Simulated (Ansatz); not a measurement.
**HfH₂+ (quartet): wave-function methods side by side, def2-TZVPP**

An exercise on one series of results from a longer session: the logs are not shown, and one member is left open.

Computed with Ansatz 0.2.0, Gaussian basis. Level: def2-TZVPP, core rule «outside noble gas», up to 4 orbitals frozen.

To be run: UHF; ROHF; CCSD(T) on UHF.

## The geometry

The geometry is a PBE0/def2-TZVP stationary point (not a proven minimum) of the parent state, kept for this charge and spin. No spin-orbit coupling is included. Elements past krypton take def2 core potentials.

3 atoms, charge 1, spin multiplicity 4.

Atoms are counted from 1 here; the program's logs count them from 0.

Bond lengths: Hf1–H2 1.961 Å, Hf1–H3 1.961 Å. Angles: H2–Hf1–H3 180.0°.

Set-up of the first run:

Contents of in.yaml:

```yaml
crystal:
  periodic: [false, false, false]
  atoms:
    - {symbol: Hf, position_ang: [0.000000, 0.000000, 0.000000]}
    - {symbol: H, position_ang: [0.000000, 0.000000, -1.961100]}
    - {symbol: H, position_ang: [0.000000, 0.000000, 1.961100]}
basis:
  gaussian: {orbitals: def2-TZVPP}
total_charge: 1
magnetization: {spin_polarized: true, initial_magnetization: 3}
hamiltonian: {xc: hf}
output: {orbitals: {seedname: orbitals}}
```

Launch:

```console
$ ansatz run in.yaml --threads 1 --pin off --events-out ev --progress --plain --max-ram 3968MiB --backend cpu
```

Among the steps run: UHF; ROHF; CCSD(T) on UHF.

One of the session's tables, all rows but one given; the rest of the session is left out.

It belongs to the step «Misses and costs». 

```
  method  from UCCSD(T) (kJ/mol)
    ROHF                  +212.8
     UHF                  +187.9
    UMP2                   +52.8
   UCCSD                       ?
UCCSD(T)                       0
```

**Question.** Estimate the row for UCCSD.

**Answer.** from UCCSD(T) (kJ/mol): +4.5. In the column «from UCCSD(T) (kJ/mol)» it lies between UCCSD(T) (0) and UMP2 (+52.8).

The program flags UCCSD(T) as in doubt (see the logs), so the zero of the table is itself unsure.

Limits of these values: The report flags that the cluster equations may have other roots. The program flags UCCSD(T) as in doubt, so the zero of the table is itself unsure.
